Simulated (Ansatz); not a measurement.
# CH3OSSi+ (SMILES [SiH+]=COS): single points off equilibrium

An exercise on one series of results from a longer session: the logs are not shown, and one member is left open.

Computed with Ansatz 0.2.0, Gaussian basis. Level: single points in def2-TZVPP.

Correlated methods freeze the cores.

**The starting structure**

SMILES `[SiH+]=COS`, 7 atoms, charge 1, spin multiplicity 1.

Atoms are counted from 1 here; the program's logs count them from 0.

Bond lengths: Si1–C2 1.887 Å, Si1–H5 1.407 Å, C2–O3 1.235 Å, C2–H6 1.305 Å, O3–S4 1.827 Å, S4–H7 1.253 Å. Angles: C2–Si1–H5 111.2°, Si1–C2–O3 130.7°, Si1–C2–H6 121.6°, O3–C2–H6 103.8°, C2–O3–S4 119.4°, O3–S4–H7 88.1°.

Geometry (Å):

```xyz
7
charge 1, multiplicity 1
Si   -1.6420    0.6324    0.7039
C     0.1502    0.7351    0.1236
O     0.9821   -0.1536   -0.0823
S     0.4153   -1.8086   -0.6099
H    -2.5262    1.0970   -0.2871
H     0.8766    1.7982    0.3348
H     1.5469   -2.2489   -0.3006
```

Set-up of the first run:

Contents of run/in.yaml:

```yaml
crystal:
  periodic: [false, false, false]
  atoms:
    - {symbol: Si, position_ang: [-1.642000, 0.632400, 0.703900]}
    - {symbol: C, position_ang: [0.150200, 0.735100, 0.123600]}
    - {symbol: O, position_ang: [0.982100, -0.153600, -0.082300]}
    - {symbol: S, position_ang: [0.415300, -1.808600, -0.609900]}
    - {symbol: H, position_ang: [-2.526200, 1.097000, -0.287100]}
    - {symbol: H, position_ang: [0.876600, 1.798200, 0.334800]}
    - {symbol: H, position_ang: [1.546900, -2.248900, -0.300600]}
basis:
  gaussian: {orbitals: def2-TZVPP}
total_charge: 1
correlation: {method: ccsd_t}
output: {forces: true}
```

No record of the launch command was kept for these runs.

Steps of the session up to this table: CCSD(T)/def2-TZVPP; PBE0-D4/def2-TZVPP; wB97M-V/def2-TZVPP; r2SCAN-D4/def2-TZVPP; PBE-D4/def2-TZVPP; BLYP-D4/def2-TZVPP; r2SCANh-D4/def2-TZVPP.

One of the session's tables, all rows but one given; the rest of the session is left out.

```
    method  RMS force component (eV/Å)  angle to CCSD(T) forces (°)
   CCSD(T)                       1.902                    reference
   PBE0-D4                       1.868                          7.1
   wB97M-V                       1.856                          5.6
 r2SCAN-D4                       1.865                          6.3
    PBE-D4                       1.940                          8.6
   BLYP-D4                       1.903                          8.7
r2SCANh-D4                           ?                            ?
```

**Question.** Estimate the row for r2SCANh-D4.

As computed: RMS force component (eV/Å): 1.847; angle to CCSD(T) forces (°): 6.1. In the column «RMS force component (eV/Å)» it is the lowest.
